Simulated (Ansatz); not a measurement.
**BH2Se−: an energy map over bond length B1–Se2 and bond length B1–H4**

The runs use Ansatz 0.2.0; RKS PBE0-D4/def2-TZVPD.

**1. Starting geometry**

4 atoms, charge -1, spin multiplicity 1.

Atoms are counted from 1 here; the program's logs count them from 0.

Bond lengths: B1–Se2 1.899 Å, B1–H3 1.233 Å, B1–H4 1.233 Å. Angles: Se2–B1–H3 122.0°, Se2–B1–H4 122.0°, H3–B1–H4 116.1°.

Coordinates:

```xyz
4
BH2Se
B    -0.12935    0.02899   -0.06676
Se    1.52577   -0.34289    0.78612
H    -1.14929   -0.61861    0.17754
H    -0.24712    0.93251   -0.89690
```

**3. Plan of the scan**

First coordinate, bond length B1–Se2: 15 values from 1.656 to 2.352 Å. Second coordinate, bond length B1–H4: 15 values from 0.996 to 1.822 Å.

Nothing else is relaxed (all other coordinates rigid). Energies count from the relaxed molecule at the same level. Points are written as (first, second).

(The set-up runs are not shown.)

**4. Point (1.954 Å, 1.409 Å)**

File input.yaml:

```yaml
crystal:
  periodic: [false, false, false]
  atoms:
    - { symbol: B, position_ang: [-0.128725, 0.028772, -0.066551] }
    - { symbol: Se, position_ang: [1.574547, -0.353829, 0.811287] }
    - { symbol: H, position_ang: [-1.135414, -0.607914, 0.172633] }
    - { symbol: H, position_ang: [-0.26639, 1.061019, -1.015654] }
total_charge: -1
basis:
  gaussian: { orbitals: def2-TZVPD }
hamiltonian:
  xc: pbe0
  dispersion: d4
output:
  forces: true
```

Launch:

```
$ ansatz run input.yaml --threads 1 --pin off --max-ram 2560MiB --backend cpu --events-out ev --progress --plain --runs-dir out
```

What time and memory should one allow on 1 thread of Arm Neoverse V1, shared host?

About 2.6 s, with a peak of 0.17 GiB.
